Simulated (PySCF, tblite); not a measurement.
# C₅H₁₀N₂OSi: geometry, infrared bands, NMR shifts and electronic excitations, part 2 of 2

tblite 0.8.0 and PySCF 2.14.0. Atoms count from 0. Earlier steps stand in the parts before.

## (5) Nuclear shieldings: PBE0/pcSseg-1

What the job is given:

```
{"job": {"kind": "nmr", "xc": "PBE0", "basis": "pcSseg-1"}, "charge": 0, "multiplicity": 1}
N      2.484412     3.059435     0.133815
C      2.246494     1.984096    -0.230439
Si     1.841332     0.251859    -0.806248
O      3.074177    -0.729086    -0.290823
N      0.261077    -0.046413    -0.230800
C     -0.673591    -0.946485    -0.915149
C     -1.869332    -1.043791     0.032698
C     -1.824765     0.280801     0.786117
C     -0.329349     0.479114     0.997441
H      1.876748     0.166484    -2.281627
H      3.305091    -0.708655     0.642742
H     -0.978813    -0.525693    -1.891226
H     -0.233515    -1.938413    -1.114273
H     -1.725067    -1.878575     0.737958
H     -2.814978    -1.220135    -0.499674
H     -2.391886     0.270050     1.727988
H     -2.223949     1.093515     0.157492
H      0.004212    -0.084039     1.892029
H     -0.054373     1.534368     1.154385
```

Level: GIAO PBE0/pcSseg-1 NMR shielding, non-relativistic, gas phase.

Output:

```text
coarse grid: 16464 points
cycle   1  E = -670.0280652197  dE =  1.097e+00  |g| = 8.000e-01  |ddm| = 3.973e+00
cycle   2  E = -669.8042122981  dE =  2.239e-01  |g| = 1.335e+00  |ddm| = 1.552e+00
cycle   3  E = -670.1436602580  dE = -3.394e-01  |g| = 2.267e-01  |ddm| = 1.058e+00
cycle   4  E = -670.1526238490  dE = -8.964e-03  |g| = 1.055e-01  |ddm| = 1.778e-01
cycle   5  E = -670.1549137456  dE = -2.290e-03  |g| = 2.122e-02  |ddm| = 7.164e-02
cycle   6  E = -670.1549998769  dE = -8.613e-05  |g| = 7.641e-03  |ddm| = 2.061e-02
cycle   7  E = -670.1550114175  dE = -1.154e-05  |g| = 2.187e-03  |ddm| = 7.758e-03
cycle   8  E = -670.1550124072  dE = -9.896e-07  |g| = 5.124e-04  |ddm| = 2.048e-03
final grid: 154880 points
cycle   9  E = -670.2152798301  dE = -3.542e-05  |g| = 9.175e-03  |ddm| = 3.013e-02
cycle  10  E = -670.2152601671  dE =  1.966e-05  |g| = 1.337e-02  |ddm| = 1.775e-02
cycle  11  E = -670.2152985082  dE = -3.834e-05  |g| = 1.908e-03  |ddm| = 1.077e-02
cycle  12  E = -670.2152992045  dE = -6.962e-07  |g| = 6.548e-04  |ddm| = 1.351e-03
cycle  13  E = -670.2152992839  dE = -7.944e-08  |g| = 2.432e-04  |ddm| = 4.599e-04
cycle  14  E = -670.2152992954  dE = -1.146e-08  |g| = 5.238e-05  |ddm| = 1.819e-04
cycle  15  E = -670.2152992960  dE = -5.887e-10  |g| = 1.029e-05  |ddm| = 5.689e-05
converged SCF energy = -670.2152992960

GIAO shielding tensors (ppm)
atom      isotropic    diamagn.    paramagn.     s11        s22        s33       span
  0 N      -96.029     337.514    -433.543   -305.455   -270.545    287.913    593.369
  1 C       57.679     264.103    -206.424    -60.535    -55.175    288.748    349.283
  2 Si     406.858     880.044    -473.186    339.960    429.149    451.465    111.504
  3 O      269.987     387.431    -117.443    233.306    282.487    294.169     60.862
  4 N      198.973     331.954    -132.980    155.807    163.936    277.176    121.369
  5 C      135.744     242.930    -107.186    106.106    131.925    169.199     63.093
  6 C      153.779     250.763     -96.984    129.114    163.665    168.557     39.443
  7 C      154.513     249.978     -95.465    134.883    162.380    166.276     31.393
  8 C      134.014     245.234    -111.220    105.797    132.186    164.059     58.262
  9 H       26.733      28.447      -1.714     23.340     24.877     31.982      8.642
 10 H       29.307      30.963      -1.656     22.132     24.811     40.976     18.844
 11 H       28.224      30.283      -2.060     22.469     26.886     35.316     12.848
 12 H       27.960      29.808      -1.847     22.595     27.332     33.954     11.359
 13 H       29.571      30.773      -1.201     24.894     27.251     36.570     11.676
 14 H       29.396      29.188       0.208     25.043     26.322     36.824     11.781
 15 H       29.562      29.781      -0.218     25.138     26.571     36.977     11.839
 16 H       29.660      31.129      -1.470     25.046     27.454     36.479     11.434
 17 H       28.367      31.946      -3.579     22.664     27.015     35.424     12.760
 18 H       27.658      32.715      -5.057     22.483     27.708     32.783     10.300
```

Wall time 1.8 min (1 thread of Intel Xeon at 2.50GHz, shared host); peak memory 0.97 GiB.

Shifts follow as δ = σ(reference) − σ, with reference shieldings (ppm) from runs at the same level and on the same kind of geometry: 1H TMS 31.27, 13C TMS 184.4, 29Si TMS 352.0, 15N NH3 265.7, 17O H2O 334.6. The references are single molecules in the gas phase, so shifts against H2O, NH3, PH3, H3PO4 or CFCl3 are not on the usual liquid scales and can be off by tens of ppm. Atoms listed in one row are averaged.

| atoms | environment | σ (ppm) | δ (ppm) | δ scaled to CDCl3 |
| --- | --- | --- | --- | --- |
| C1 | nitrile carbon | 57.7 | 126.7 | 122.5 |
| C5, C8 | sp3 CH2 bonded to N | 134.9 | 49.5 | 47.6 |
| C6, C7 | sp3 CH2 in a ring | 154.1 | 30.3 | 28.9 |
| H9 | hydrogen on a silicon bonded to C, N, O | 26.73 | 4.53 | – |
| H12, H18 | hydrogen on an sp3 CH2 bonded to N | 27.81 | 3.46 | 3.49 |
| H11, H17 | hydrogen on an sp3 CH2 bonded to N | 28.30 | 2.97 | 3.03 |
| H10 | hydrogen on an oxygen bonded to Si | 29.31 | 1.96 | – |
| H14, H15 | hydrogen on an sp3 CH2 in a ring | 29.48 | 1.79 | 1.91 |
| H13, H16 | hydrogen on an sp3 CH2 in a ring | 29.62 | 1.65 | 1.78 |
| N0 | nitrile nitrogen | -96.0 | 361.7 | – |
| N4 | nitrogen bonded to 2 C, Si, in a 5-membered ring | 199.0 | 66.7 | – |
| Si2 | silicon bonded to C, N, O, H | 406.9 | -54.9 | – |
| O3 | oxygen bonded to Si, H | 270.0 | 64.6 | – |

The scaled column applies a straight-line fit of computed shieldings to shifts measured in CDCl3 (root-mean-square error 0.21 ppm for H, 2.0 ppm for C).

The run also stored atomic charges by several schemes (e):

| atoms | Mulliken | IAO | Hirshfeld | ESP fit |
| --- | --- | --- | --- | --- |
| N0 | -0.22 | -0.20 | -0.20 | -0.38 |
| C1 | -0.22 | -0.19 | -0.04 | 0.12 |
| Si2 | 1.08 | 1.20 | 0.46 | 0.63 |
| O3 | -0.54 | -0.78 | -0.31 | -0.65 |
| N4 | -0.85 | -0.54 | -0.18 | -0.33 |
| C5, C8 | 0.05 | -0.15 | -0.02 | -0.01 |
| C6, C7 | -0.26 | -0.26 | -0.07 | -0.10 |

Mayer bond orders: N0–C1 2.91, C1–Si2 0.78, Si2–O3 1.07, Si2–N4 1.02, N4–C5 0.90, C5–C6 1.03, C6–C7 1.04, C7–C8 1.02, C8–N4 0.91.

Ring of atoms N4, C5, C6, C7, C8: NICS(0) -7.7, NICS(1) -3.6, NICS(1)zz -5.0 ppm (means of both faces).

## (6) Ultraviolet spectrum: PBE0/def2-SVPD

Same as in step 5 but for these lines:

```diff
@@ -1,2 +1,2 @@
-{"job": {"kind": "nmr", "xc": "PBE0", "basis": "pcSseg-1"}, "charge": 0, "multiplicity": 1}
+{"job": {"kind": "uv", "xc": "PBE0", "basis": "def2-SVPD", "ip": true}, "charge": 0, "multiplicity": 1}
 N      2.484412     3.059435     0.133815
```

With the program's defaults for keys left out, this is: TDDFT PBE0/def2-SVPD, vertical, gas phase, core orbitals frozen in the response.

Output:

```text
coarse grid: 16464 points
cycle   1  E = -669.7122869534  dE =  1.026e+00  |g| = 7.576e-01  |ddm| = 6.928e+00
cycle   2  E = -669.4848107971  dE =  2.275e-01  |g| = 1.302e+00  |ddm| = 2.482e+00
cycle   3  E = -669.8234211146  dE = -3.386e-01  |g| = 2.083e-01  |ddm| = 1.595e+00
cycle   4  E = -669.8308619655  dE = -7.441e-03  |g| = 1.042e-01  |ddm| = 2.792e-01
cycle   5  E = -669.8331521778  dE = -2.290e-03  |g| = 2.180e-02  |ddm| = 1.379e-01
cycle   6  E = -669.8332539626  dE = -1.018e-04  |g| = 7.235e-03  |ddm| = 3.415e-02
cycle   7  E = -669.8332647526  dE = -1.079e-05  |g| = 2.066e-03  |ddm| = 1.390e-02
cycle   8  E = -669.8332656888  dE = -9.362e-07  |g| = 4.978e-04  |ddm| = 3.166e-03
final grid: 154880 points
cycle   9  E = -669.9226709013  dE = -4.137e-05  |g| = 8.644e-03  |ddm| = 1.510e-01
cycle  10  E = -669.9226514232  dE =  1.948e-05  |g| = 1.280e-02  |ddm| = 2.746e-02
cycle  11  E = -669.9226883648  dE = -3.694e-05  |g| = 1.899e-03  |ddm| = 1.690e-02
cycle  12  E = -669.9226890915  dE = -7.267e-07  |g| = 6.127e-04  |ddm| = 2.265e-03
cycle  13  E = -669.9226891631  dE = -7.154e-08  |g| = 2.367e-04  |ddm| = 9.142e-04
cycle  14  E = -669.9226891743  dE = -1.128e-08  |g| = 5.294e-05  |ddm| = 3.543e-04
cycle  15  E = -669.9226891750  dE = -6.544e-10  |g| = 9.539e-06  |ddm| = 1.214e-04
converged SCF energy = -669.9226891750

Static polarisability (au): isotropic 95.495, principal 80.152 95.452 110.882

Singlet excitations
state   eV       nm        f      main configurations
  1   5.1181    242.2   0.03183   H->L 0.95
  2   5.6114    221.0   0.04925   H->L+1 0.94
  3   6.0966    203.4   0.00332   H->L+2 0.98
  4   6.7181    184.6   0.00575   H->L+3 0.83
  5   6.8630    180.7   0.00511   H->L+5 0.64, H->L+6 0.18, H->L+3 0.10
  6   7.0046    177.0   0.00020   H-2->L 0.33, H-3->L 0.25, H-4->L 0.12
  7   7.0347    176.2   0.00023   H->L+4 0.87
  8   7.2354    171.4   0.00141   H->L+6 0.67, H->L+5 0.26
  9   7.3997    167.6   0.00866   H-3->L 0.29, H-2->L 0.15, H-3->L+1 0.13
 10   7.4713    165.9   0.00701   H->L+7 0.71

Triplet excitations (Tamm-Dancoff, eV): 4.7877 5.3277 5.7505 5.9818
Vertical ionisation energy (delta-SCF) = 8.6840 eV
```

Run time: 5.7 min. Hardware: 1 thread of Intel Xeon at 2.50GHz, shared host; peak memory 1.1 GiB.

Frontier orbitals and where they lie:

| orbital | eV | atoms |
| --- | --- | --- |
| HOMO−3 | -9.73 | N0 35 %, C1 28 %, Si2 10 % |
| HOMO−2 | -9.58 | O3 41 %, N0 22 %, C1 17 % |
| HOMO−1 | -9.57 | C7 18 %, C6 18 %, H16 11 % |
| HOMO | -6.89 | N4 52 %, C8 10 %, C5 10 % |
| LUMO | -0.66 | N0 24 %, C1 23 %, Si2 20 % |
| LUMO+1 | -0.15 | C1 30 %, N0 30 %, Si2 16 % |
| LUMO+2 | 0.35 | Si2 13 %, C6 8 %, O3 8 % |

With each of the 10 states as a Gaussian band of 0.4 eV half-width at 1/e, the curve within the window shown has maxima at 225 nm (ε 2,400), 169 nm (ε 730) L/(mol cm). Beyond the last state computed it falls off for lack of states. The curve at chosen wavelengths:

nm, ε (L/mol/cm) and a bar:
```
      160        321 ##
      165        641 #######
      169        732 ########
      174        650 #######
      178        578 ######
      183        512 #####
      187        431 ####
      192        321 ##
      196        300 ##
      201        440 ####
      206        813 #########
      210       1251 ###############
      215       1830 #######################
      219       2179 ###########################
      224       2372 ##############################
      228       2351 ##############################
      233       2195 ############################
      238       1973 #########################
      242       1765 ######################
      247       1466 ##################
      251       1205 ##############
      256        882 ##########
      260        649 #######
      265        412 ####
      269        272 ##
      274        153
```

Ground-state properties from the same run:

| property | computed |
| --- | --- |
| dipole moment (D) | 4.29 |
| polarisability (Å³) | 14.15 |
| HOMO–LUMO gap (eV) | 6.23 |
| −ε(HOMO) (eV) | 6.89 |

## (7) NMR shieldings: CAM-B3LYP/pcSseg-1

Same as in step 6 but for these lines:

```diff
@@ -1,2 +1,2 @@
-{"job": {"kind": "uv", "xc": "PBE0", "basis": "def2-SVPD", "ip": true}, "charge": 0, "multiplicity": 1}
+{"job": {"kind": "nmr", "xc": "CAM-B3LYP", "basis": "pcSseg-1", "pop": false}, "charge": 0, "multiplicity": 1}
 N      2.484412     3.059435     0.133815
```

With the program's defaults for keys left out, this is: GIAO CAM-B3LYP/pcSseg-1 NMR shielding, non-relativistic, gas phase.

Output:

```text
coarse grid: 16464 points
cycle   1  E = -670.3953681211  dE =  1.271e+00  |g| = 8.268e-01  |ddm| = 3.940e+00
cycle   2  E = -670.2726486028  dE =  1.227e-01  |g| = 1.182e+00  |ddm| = 1.313e+00
cycle   3  E = -670.5276778019  dE = -2.550e-01  |g| = 1.495e-01  |ddm| = 7.861e-01
cycle   4  E = -670.5308788795  dE = -3.201e-03  |g| = 8.801e-02  |ddm| = 1.204e-01
cycle   5  E = -670.5323928815  dE = -1.514e-03  |g| = 1.426e-02  |ddm| = 5.545e-02
cycle   6  E = -670.5324301670  dE = -3.729e-05  |g| = 5.021e-03  |ddm| = 1.305e-02
cycle   7  E = -670.5324349990  dE = -4.832e-06  |g| = 1.478e-03  |ddm| = 4.541e-03
final grid: 154880 points
cycle   8  E = -670.6105677677  dE = -3.191e-05  |g| = 4.333e-03  |ddm| = 1.738e-02
cycle   9  E = -670.6105667941  dE =  9.736e-07  |g| = 4.948e-03  |ddm| = 7.613e-03
cycle  10  E = -670.6105722221  dE = -5.428e-06  |g| = 6.124e-04  |ddm| = 4.029e-03
cycle  11  E = -670.6105722775  dE = -5.540e-08  |g| = 3.014e-04  |ddm| = 5.312e-04
cycle  12  E = -670.6105722942  dE = -1.674e-08  |g| = 1.353e-04  |ddm| = 2.238e-04
cycle  13  E = -670.6105722977  dE = -3.432e-09  |g| = 3.215e-05  |ddm| = 9.066e-05
cycle  14  E = -670.6105722979  dE = -2.387e-10  |g| = 6.491e-06  |ddm| = 2.929e-05
converged SCF energy = -670.6105722979

GIAO shielding tensors (ppm)
atom      isotropic    diamagn.    paramagn.     s11        s22        s33       span
  0 N      -98.697     338.913    -437.610   -309.981   -277.226    291.115    601.095
  1 C       54.151     263.913    -209.762    -66.648    -60.969    290.069    356.717
  2 Si     398.713     879.863    -481.150    331.143    420.475    444.522    113.379
  3 O      273.432     387.845    -114.413    239.127    283.251    297.920     58.793
  4 N      201.483     332.201    -130.719    161.055    163.680    279.713    118.658
  5 C      134.245     242.494    -108.249    104.580    131.086    167.069     62.488
  6 C      151.951     249.766     -97.815    127.503    161.663    166.687     39.184
  7 C      152.567     249.039     -96.472    133.053    160.260    164.388     31.334
  8 C      132.527     244.780    -112.253    104.359    131.234    161.989     57.629
  9 H       26.909      28.780      -1.872     23.508     25.062     32.155      8.647
 10 H       29.338      31.063      -1.725     22.126     24.866     41.021     18.895
 11 H       28.336      30.478      -2.142     22.653     27.044     35.310     12.657
 12 H       28.087      29.961      -1.874     22.793     27.459     34.010     11.217
 13 H       29.649      30.793      -1.144     25.044     27.375     36.528     11.484
 14 H       29.485      28.991       0.494     25.220     26.455     36.779     11.559
 15 H       29.651      29.610       0.040     25.307     26.712     36.933     11.625
 16 H       29.740      31.199      -1.459     25.190     27.596     36.435     11.245
 17 H       28.494      32.149      -3.655     22.882     27.184     35.417     12.534
 18 H       27.803      32.905      -5.102     22.670     27.871     32.868     10.198
```

Run time: 2.4 min. Hardware: 1 thread of Intel Xeon at 2.50GHz, shared host; peak memory 1.1 GiB.

Key values: δ C1 128.3, C5 49.1, C6 30.2, N0 366.0, H9 4.42, H12 3.38 ppm (means over like atoms).

## (8) Comparing the runs: NMR shifts

Shifts (ppm) of some atoms, chosen among heavy atoms and hydrogens apart, means over like atoms, with basis size and wall time:

| run | C1 | C5 | H9 | H12 | N0 | N4 | O3 | functions | time |
| --- | --- | --- | --- | --- | --- | --- | --- | --- | --- |
| PBE0/pcSseg-1 | 126.7 | 49.5 | 4.53 | 3.46 | 361.7 | 66.7 | 64.6 | 210 | 1.8 min |
| CAM-B3LYP/pcSseg-1 | 128.3 | 49.1 | 4.42 | 3.38 | 366.0 | 65.8 | 65.1 | 210 | 2.4 min |

## (9) Summary of results

What follows sums up all 2 parts.

| quantity | value |
| --- | --- |
| strongest single infrared mode (GFN2-xTB) | 805 cm⁻¹, 302 km/mol |
| zero-point energy (GFN2-xTB) | 92.8 kcal/mol |
| point group | C1 |
| rotational constants (main isotopes) | 2.31, 0.92, 0.74 GHz |
| 13C shifts against TMS (PBE0/pcSseg-1, means over atoms taken as alike) | 126.7, 49.5, 30.3 ppm |
| 1H shifts against TMS (PBE0/pcSseg-1, means over atoms taken as alike) | 4.53, 3.46, 2.97, 1.96, 1.79, 1.65 ppm |
| 15N shifts against NH3 (PBE0/pcSseg-1) | 361.7, 66.7 ppm |
| 29Si shifts against TMS (PBE0/pcSseg-1) | -54.9 ppm |
| 17O shifts against H2O (PBE0/pcSseg-1) | 64.6 ppm |
| lowest singlet (PBE0/def2-SVPD) | 5.12 eV (242 nm), f = 0.032 |
| brightest single state of those computed | state 2, 5.61 eV, f = 0.049 |
| lowest triplet | 4.79 eV |
| vertical ionisation energy (ΔSCF) | 8.68 eV |
| range of the shift of N0 | 361.7 to 366.0 ppm |

In words: The optimisation took 103 steps and gained 0.340 eV; among the close pairs (by a distance rule), O3–H10 changed most, from 0.980 to 0.954 Å (GFN2-xTB). No mode is imaginary among the 51: a minimum at this level. The strongest single mode, at 805 cm⁻¹, moves mainly H10. Unscaled tight-binding wavenumbers are off by several per cent, some by more. Its intensities can rank the bands wrongly. The optimisation took 20 steps and gained 0.180 eV; among the close pairs (by a distance rule), Si2–H9 changed most, from 1.448 to 1.478 Å (PBE0/def2-SVP). No frequency check was run at this level, so the end point may be a saddle. At PBE0/pcSseg-1: Shielding is most anisotropic at N0 (span 593 ppm, paramagnetic term -434 ppm). The first singlet state (HOMO→LUMO 0.95) lies at 5.12 eV and is weak; of the 10 states computed, the strongest absorption comes from state 2 at 5.61 eV. The lowest triplet lies 0.33 eV below the lowest singlet (triplets in Tamm-Dancoff, singlets in full TDDFT). The orbital energy would give 6.89 eV for ionisation, ΔSCF gives 8.68 eV. In ppm, N0 moves most: its shift spreads over 4.3 ppm, from 361.7 (PBE0/pcSseg-1) to 366.0 (CAM-B3LYP/pcSseg-1). Part of that comes from the computed reference.
